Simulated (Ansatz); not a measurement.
Working through a comparison of norm-conserving and PAW potentials of RbSr₃, space group Pm-3m

Computed with Ansatz 0.2.0, Python API.

Run as a notebook:

**Cell 1**
```python
import ansatz as az
import numpy as np
```

**Cell 2**
```python
def count_gap(report):
    # lowest empty less highest filled band, counting bands; zero where they overlap
    return max(report.get("gap_by_band_count_ev") or 0.0, 0.0)

lattice = az.Lattice.of(
    (6.247385, 0.0, 0.0),
    (0.0, 6.247385, 0.0),
    (0.0, 0.0, 6.247385),
)
sites = [
    ("Rb", (0.0, 0.0, 0.0)),
    ("Sr", (0.0, 0.5, 0.5)),
    ("Sr", (0.5, 0.0, 0.5)),
    ("Sr", (0.5, 0.5, 0.0)),
]
cell = az.Crystal(lattice=lattice)
for symbol, position in sites:
    cell = cell.atom(symbol, position)
```

**Cell 3**
```python
cell.resolved().sites[-1]
```
Output:
```text
Site(symbol='Sr', position=(0.5, 0.5, 0.0), moment=None, axis=None, held=None, saved=None)
```

**Cell 4**
```python
calculation = (
    cell.calculation()
    .functional("PBEsol")
    .kpoints(4, 4, 4)
    .occupations("fermi_dirac", width=0.1)
    .stress()
    .forces()
    .band_table()
)
variants = {
    "PAW": calculation.pseudopotentials("paw"),
    "norm-conserving": calculation.pseudopotentials("nc"),
}
# totals differ by the cores that each treatment holds, so compare what does not depend on them
rows = []
for label, variant in variants.items():
    report = variant.run(threads=1, pin="off").report
    levels = np.array(report["eigenvalues_ev"][0]) - report["fermi_energy_ev"]
    print(label, "levels at the first k-point near E_F:", np.round(levels[np.abs(levels) < 5], 3))
    rows.append((label, report["n_electrons"], np.trace(report["stress_gpa"]) / 3, count_gap(report)))
print("     treatment  electrons in bands           P GPa  gap by band count eV")
for row in rows:
    print(f"{str(row[0]):>14s}  {row[1]:18.1f}  {row[2]:14.3f}  {row[3]:20.3f}")
```
Output:
```text
DeckWarning: basis.ecutwfc = 420 eV, auto-derived from the records' recommended cutoffs: set by Rb (normal level)
PAW levels at the first k-point near E_F: [-3.246 -0.326 -0.326 -0.291  0.623  0.623  0.623  1.164  1.164  1.164
  2.546  2.546]
DeckWarning: basis.ecutwfc = 925.187132 eV, auto-derived from the records' recommended cutoffs: set by Sr (normal level)
norm-conserving levels at the first k-point near E_F: [-3.247 -0.326 -0.326 -0.291  0.624  0.624  0.624  1.163  1.163  1.163
  2.547  2.547]
     treatment  electrons in bands           P GPa  gap by band count eV
           PAW                39.0          -0.411                 0.000
norm-conserving                39.0          -0.413                 0.000
```

PAW gives -0.411 GPa and norm-conserving -0.413 GPa, 0.001 GPa apart. They took 3.6 and 10.0 s of processor time.

What to keep in mind:
- The computed bands are complete only to about 1.9 eV above the Fermi level.
- For a metal this k-point mesh is coarse: on a finer one energies can move by several to tens of meV an atom and pressures by half a GPa or more, differences at one mesh by less.
- A gap by band count of zero or less means overlapping bands, a metal, and at an odd count of electrons it is no gap at all.
- The structure comes from a database of computed cells and needn't be a stable or known phase.
- Levels are Kohn-Sham eigenvalues on this mesh, without spin-orbit coupling.
- Warnings are shown shortened and without file and line.
- Stress is positive in compression.
- Finished in 14 s on 1 thread of Arm Neoverse V2 (shared host), peak memory 0.7 GiB.
